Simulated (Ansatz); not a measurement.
# doublet [Ge2SiH8]+: levels of theory compared

Wanted: a comparison of 6 runs (UHF/3-21G, U-r2SCAN/cc-pVDZ, UPBE/cc-pVDZ, USVWN5/cc-pVDZ, UCCSD/cc-pVDZ, UCCSD(T)/cc-pVDZ) of doublet [Ge2SiH8]+. 

Program for the calculation: Ansatz 0.2.0.

39 further runs of the same task are left out: 39 set aside as unsound or not needed. Runs told in other sessions of the task aren't counted.

**1. The molecule**

[Ge2SiH8]+: 11 atoms, total charge +1, spin state doublet. As SMILES of the parent species, `[GeH3][SiH2][GeH3]`. The shape is that of a PBE0-D4/def2-TZVP optimisation. That shape belongs to the parent species and isn't relaxed for this state.

Bond lengths: Ge1–Si2 2.379 Å, Si2–Ge3 2.379 Å, Ge1–H4 1.538 Å, Ge1–H5 1.538 Å, Ge1–H6 1.538 Å, Si2–H7 1.489 Å, Si2–H8 1.489 Å, Ge3–H9 1.538 Å, Ge3–H10 1.538 Å, Ge3–H11 1.538 Å. Some angles: Ge1–Si2–Ge3 110.5°, Ge1–Si2–H7 109.5°, Ge1–Si2–H8 109.5°, Ge3–Si2–H7 109.5°, Ge3–Si2–H8 109.5°, Si2–Ge1–H4 111.3°, Si2–Ge1–H5 110.1°, Si2–Ge1–H6 110.1°, Si2–Ge3–H9 110.1°, Si2–Ge3–H10 110.1°.

**2. A single-point energy at UHF/3-21G (run 1)**

run.yaml reads:

```yaml
crystal:
  periodic: [false, false, false]
  atoms:
    - {symbol: Ge, position_ang: [-1.314800, 1.329100, -0.648100]}
    - {symbol: Si, position_ang: [-0.420300, -0.850100, -0.318100]}
    - {symbol: Ge, position_ang: [1.631200, -0.735900, 0.880400]}
    - {symbol: H, position_ang: [-2.643400, 1.277800, -1.421300]}
    - {symbol: H, position_ang: [-0.321200, 2.193400, -1.442700]}
    - {symbol: H, position_ang: [-1.566300, 2.008100, 0.708900]}
    - {symbol: H, position_ang: [-0.189900, -1.498600, -1.638400]}
    - {symbol: H, position_ang: [-1.395700, -1.678400, 0.443000]}
    - {symbol: H, position_ang: [1.405900, -0.077200, 2.251900]}
    - {symbol: H, position_ang: [2.652000, 0.110600, 0.101200]}
    - {symbol: H, position_ang: [2.227800, -2.135700, 1.103800]}
basis:
  gaussian:
    orbitals: 3-21G-spherical.json
total_charge: 1
magnetization:
  spin_polarized: true
  initial_magnetization: 1
hamiltonian:
  xc: hf
accuracy: high
output:
  orbitals: {seedname: orbitals}
```

The basis set 3-21G is read from a file made from the Basis Set Exchange's data (not shown).

Run with:

```console
$ ansatz run run.yaml --threads 1 --pin off --max-ram 3480MiB --events-out events.jsonl --progress --plain --runs-dir runs
```

Standard output:

```text
Warning: RAYON_NUM_THREADS=1 ignored (pool sized by the plan → 1); use --threads N
Functional definition: HF
  name "HF"
  exchange = exact_x
  correlation = 0
1409 factors; integrals over basis functions are off by at most 5.1e-9 eV
mean field evaluation 1: about -120336.6648 eV, gradient 8.7e0 eV
mean field evaluation 2: about -120336.6811 eV, gradient 8.7e0 eV
mean field evaluation 4: about -120337.5942 eV, gradient 6.1e-1 eV
mean field evaluation 8: about -120337.6076 eV, gradient 1.0e-2 eV
mean field evaluation 16: about -120337.3220 eV, gradient 1.0e0 eV
mean field evaluation 32: about -120337.3222 eV, gradient 1.0e0 eV
mean field -120337.60760735 eV, -4422.3255118099 hartree, gradient 5.0e-8 eV, S^2 0.767938; 0 other end points of the search recorded, 0 dependent functions left out
reference -120337.60760735 eV, -4422.3255118099 hartree; 43, 42 occupied and 30, 31 virtual orbitals, 1409 factors
Total energy: -120337.60760735 eV, -4422.3255118099 hartree
```

Run time: 4.5 s. Hardware: 1 thread of Arm Neoverse V1, shared host; peak memory 0.29 GiB.

**3. The energy at U-r2SCAN/cc-pVDZ (run 2)**

molecule.yaml reads:

```yaml
crystal:
  periodic: [false, false, false]
  atoms:
    - symbol: Ge
      position_ang: [-1.314800, 1.329100, -0.648100]
    - symbol: Si
      position_ang: [-0.420300, -0.850100, -0.318100]
    - symbol: Ge
      position_ang: [1.631200, -0.735900, 0.880400]
    - symbol: H
      position_ang: [-2.643400, 1.277800, -1.421300]
    - symbol: H
      position_ang: [-0.321200, 2.193400, -1.442700]
    - symbol: H
      position_ang: [-1.566300, 2.008100, 0.708900]
    - symbol: H
      position_ang: [-0.189900, -1.498600, -1.638400]
    - symbol: H
      position_ang: [-1.395700, -1.678400, 0.443000]
    - symbol: H
      position_ang: [1.405900, -0.077200, 2.251900]
    - symbol: H
      position_ang: [2.652000, 0.110600, 0.101200]
    - symbol: H
      position_ang: [2.227800, -2.135700, 1.103800]
basis:
  gaussian:
    orbitals: cc-pVDZ
magnetization:
  spin_polarized: true
  initial_magnetization: 1
total_charge: 1
hamiltonian:
  xc: r2scan
output: {orbitals: {seedname: orbitals}}
accuracy: high
```

Run with:

```console
$ ansatz run molecule.yaml --threads 1 --pin off --max-ram 3480MiB --events-out events.jsonl --progress --plain --runs-dir runs
```

Standard output:

```text
Warning: RAYON_NUM_THREADS=1 ignored (pool sized by the plan → 1); use --threads N
Functional definition: r2SCAN
  name "r2SCAN"
  parameter k0 = 0.174
  parameter k1 = 0.065
  parameter a1 = 4.9479
  exchange = r2scan_x(k0 = k0, k1 = k1, a1 = a1)
  correlation = r2scan_c
2635 factors; integrals over basis functions are off by at most 4.4e-9 eV
mean field evaluation 1: about -121030.6764 eV, gradient 9.0e0 eV
mean field evaluation 2: about -121031.2663 eV, gradient 3.6e0 eV
mean field evaluation 4: about -121031.3809 eV, gradient 4.4e-1 eV
mean field evaluation 8: about -121031.3815 eV, gradient 1.1e-1 eV
mean field evaluation 16: about -121031.3817 eV, gradient 1.5e-4 eV
mean field evaluation 32: about -121029.3158 eV, gradient 5.5e0 eV
mean field -121031.38165740 eV, -4447.8212378924 hartree, gradient 8.6e-8 eV, S^2 0.757568; 6 other end points of the search recorded, 0 dependent functions left out
reference -121031.38166054 eV, -4447.8212380077 hartree; 43, 42 occupied and 69, 70 virtual orbitals, 2635 factors
Total energy: -121031.38166054 eV, -4447.8212380077 hartree
```

Wall time 84 s (1 thread of Arm Neoverse V1, shared host); peak memory 0.66 GiB.

Runs 3 to 5 aren't shown in full; the table further down has their settings and results.

**4. The energy at UCCSD(T)/cc-pVDZ (run 6)**

job.yaml reads:

```yaml
crystal:
  periodic: [false, false, false]
  atoms:
    - symbol: Ge
      position_ang: [-1.314800, 1.329100, -0.648100]
    - symbol: Si
      position_ang: [-0.420300, -0.850100, -0.318100]
    - symbol: Ge
      position_ang: [1.631200, -0.735900, 0.880400]
    - symbol: H
      position_ang: [-2.643400, 1.277800, -1.421300]
    - symbol: H
      position_ang: [-0.321200, 2.193400, -1.442700]
    - symbol: H
      position_ang: [-1.566300, 2.008100, 0.708900]
    - symbol: H
      position_ang: [-0.189900, -1.498600, -1.638400]
    - symbol: H
      position_ang: [-1.395700, -1.678400, 0.443000]
    - symbol: H
      position_ang: [1.405900, -0.077200, 2.251900]
    - symbol: H
      position_ang: [2.652000, 0.110600, 0.101200]
    - symbol: H
      position_ang: [2.227800, -2.135700, 1.103800]
basis:
  gaussian:
    orbitals: cc-pVDZ
scf:
  omitted_lower_state_checks: [cluster_reference, increment]
accuracy: high
magnetization:
  spin_polarized: true
  initial_magnetization: 1
total_charge: 1
correlation:
  method: ccsd_t
  frozen_orbitals: {Ge: 9, H: 0, Si: 5}
```

Run with:

```console
$ ansatz run job.yaml --threads 1 --pin off --max-ram 3480MiB --events-out events.jsonl --progress --plain --runs-dir runs
```

Standard output, cut to the lines that bear on the results:

```text
Warning: RAYON_NUM_THREADS=1 ignored (pool sized by the plan → 1); use --threads N
[... 2 set-up lines as earlier in the session ...]
[...]
2635 factors; integrals over basis functions are off by at most 4.4e-9 eV
[...]
mean field -120924.84514808 eV, -4443.9060933879 hartree, gradient 5.1e-8 eV, S^2 0.783049; 2 other end points of the search recorded, 0 dependent functions left out
23 core orbitals not correlated: weight in the atoms' cores, before any rotation towards them, 1.000 or more for the frozen orbitals, at most 0.000 for the correlated occupied ones
reference -120924.84514808 eV, -4443.9060933879 hartree; 20, 19 occupied and 69, 70 virtual orbitals, 2635 factors
second order -8.93263071 eV of doubles, -0.00000000 eV of singles
cycle   1  -10.23433917 eV  change    -1.3e0 eV  update   9.9e-2
[...]
cycle  25  -10.83232522 eV  change    1.1e-9 eV  update   2.9e-9
perturbative correction -0.32525003 eV, -0.0119527182 hartree
Total energy: -120936.00272333 eV, -4444.3161267156 hartree
Checks for a lower state left out: cluster_reference, increment
```

It took 4.5 min on 1 thread of Arm Neoverse V1, shared host; peak memory 1.7 GiB.

**5. All runs side by side**

| run | level | frozen core orbitals | energy (Eh) | HOMO energy (eV) | LUMO energy (eV) | ⟨S²⟩ | wall time |
| --- | --- | --- | --- | --- | --- | --- | --- |
| 1 | UHF/3-21G | – | -4422.325512 | -16.30 | -8.62 | 0.768 | 4.5 s |
| 2 | U-r2SCAN/cc-pVDZ | – | -4447.821238 | -12.95 | -12.14 | 0.758 | 84 s |
| 3 | UPBE/cc-pVDZ | – | -4447.075313 | -12.65 | -12.17 | 0.753 | 36 s |
| 4 | USVWN5/cc-pVDZ | – | -4440.339277 | -12.65 | -12.35 | 0.751 | 22 s |
| 5 | UCCSD/cc-pVDZ | 23 | -4444.304174 | – | – | 0.783 | 2.9 min |
| 6 | UCCSD(T)/cc-pVDZ | 23 | -4444.316127 | – | – | 0.783 | 4.5 min |

**6. Results**

| quantity | value |
| --- | --- |
| run 6: total energy | -4444.31613 Eh |
| run 6: correlation energy (23 core orbitals frozen) | -410.0 mEh |
| run 6: (T) correction | -11.95 mEh |
| run 6: ⟨S²⟩ of the reference determinant | 0.783 |
| run 6: T1 diagnostic | 0.012 |

Totals of different functionals can't be ranked against each other. All runs together took 9.9 min, the longest 4.5 min.
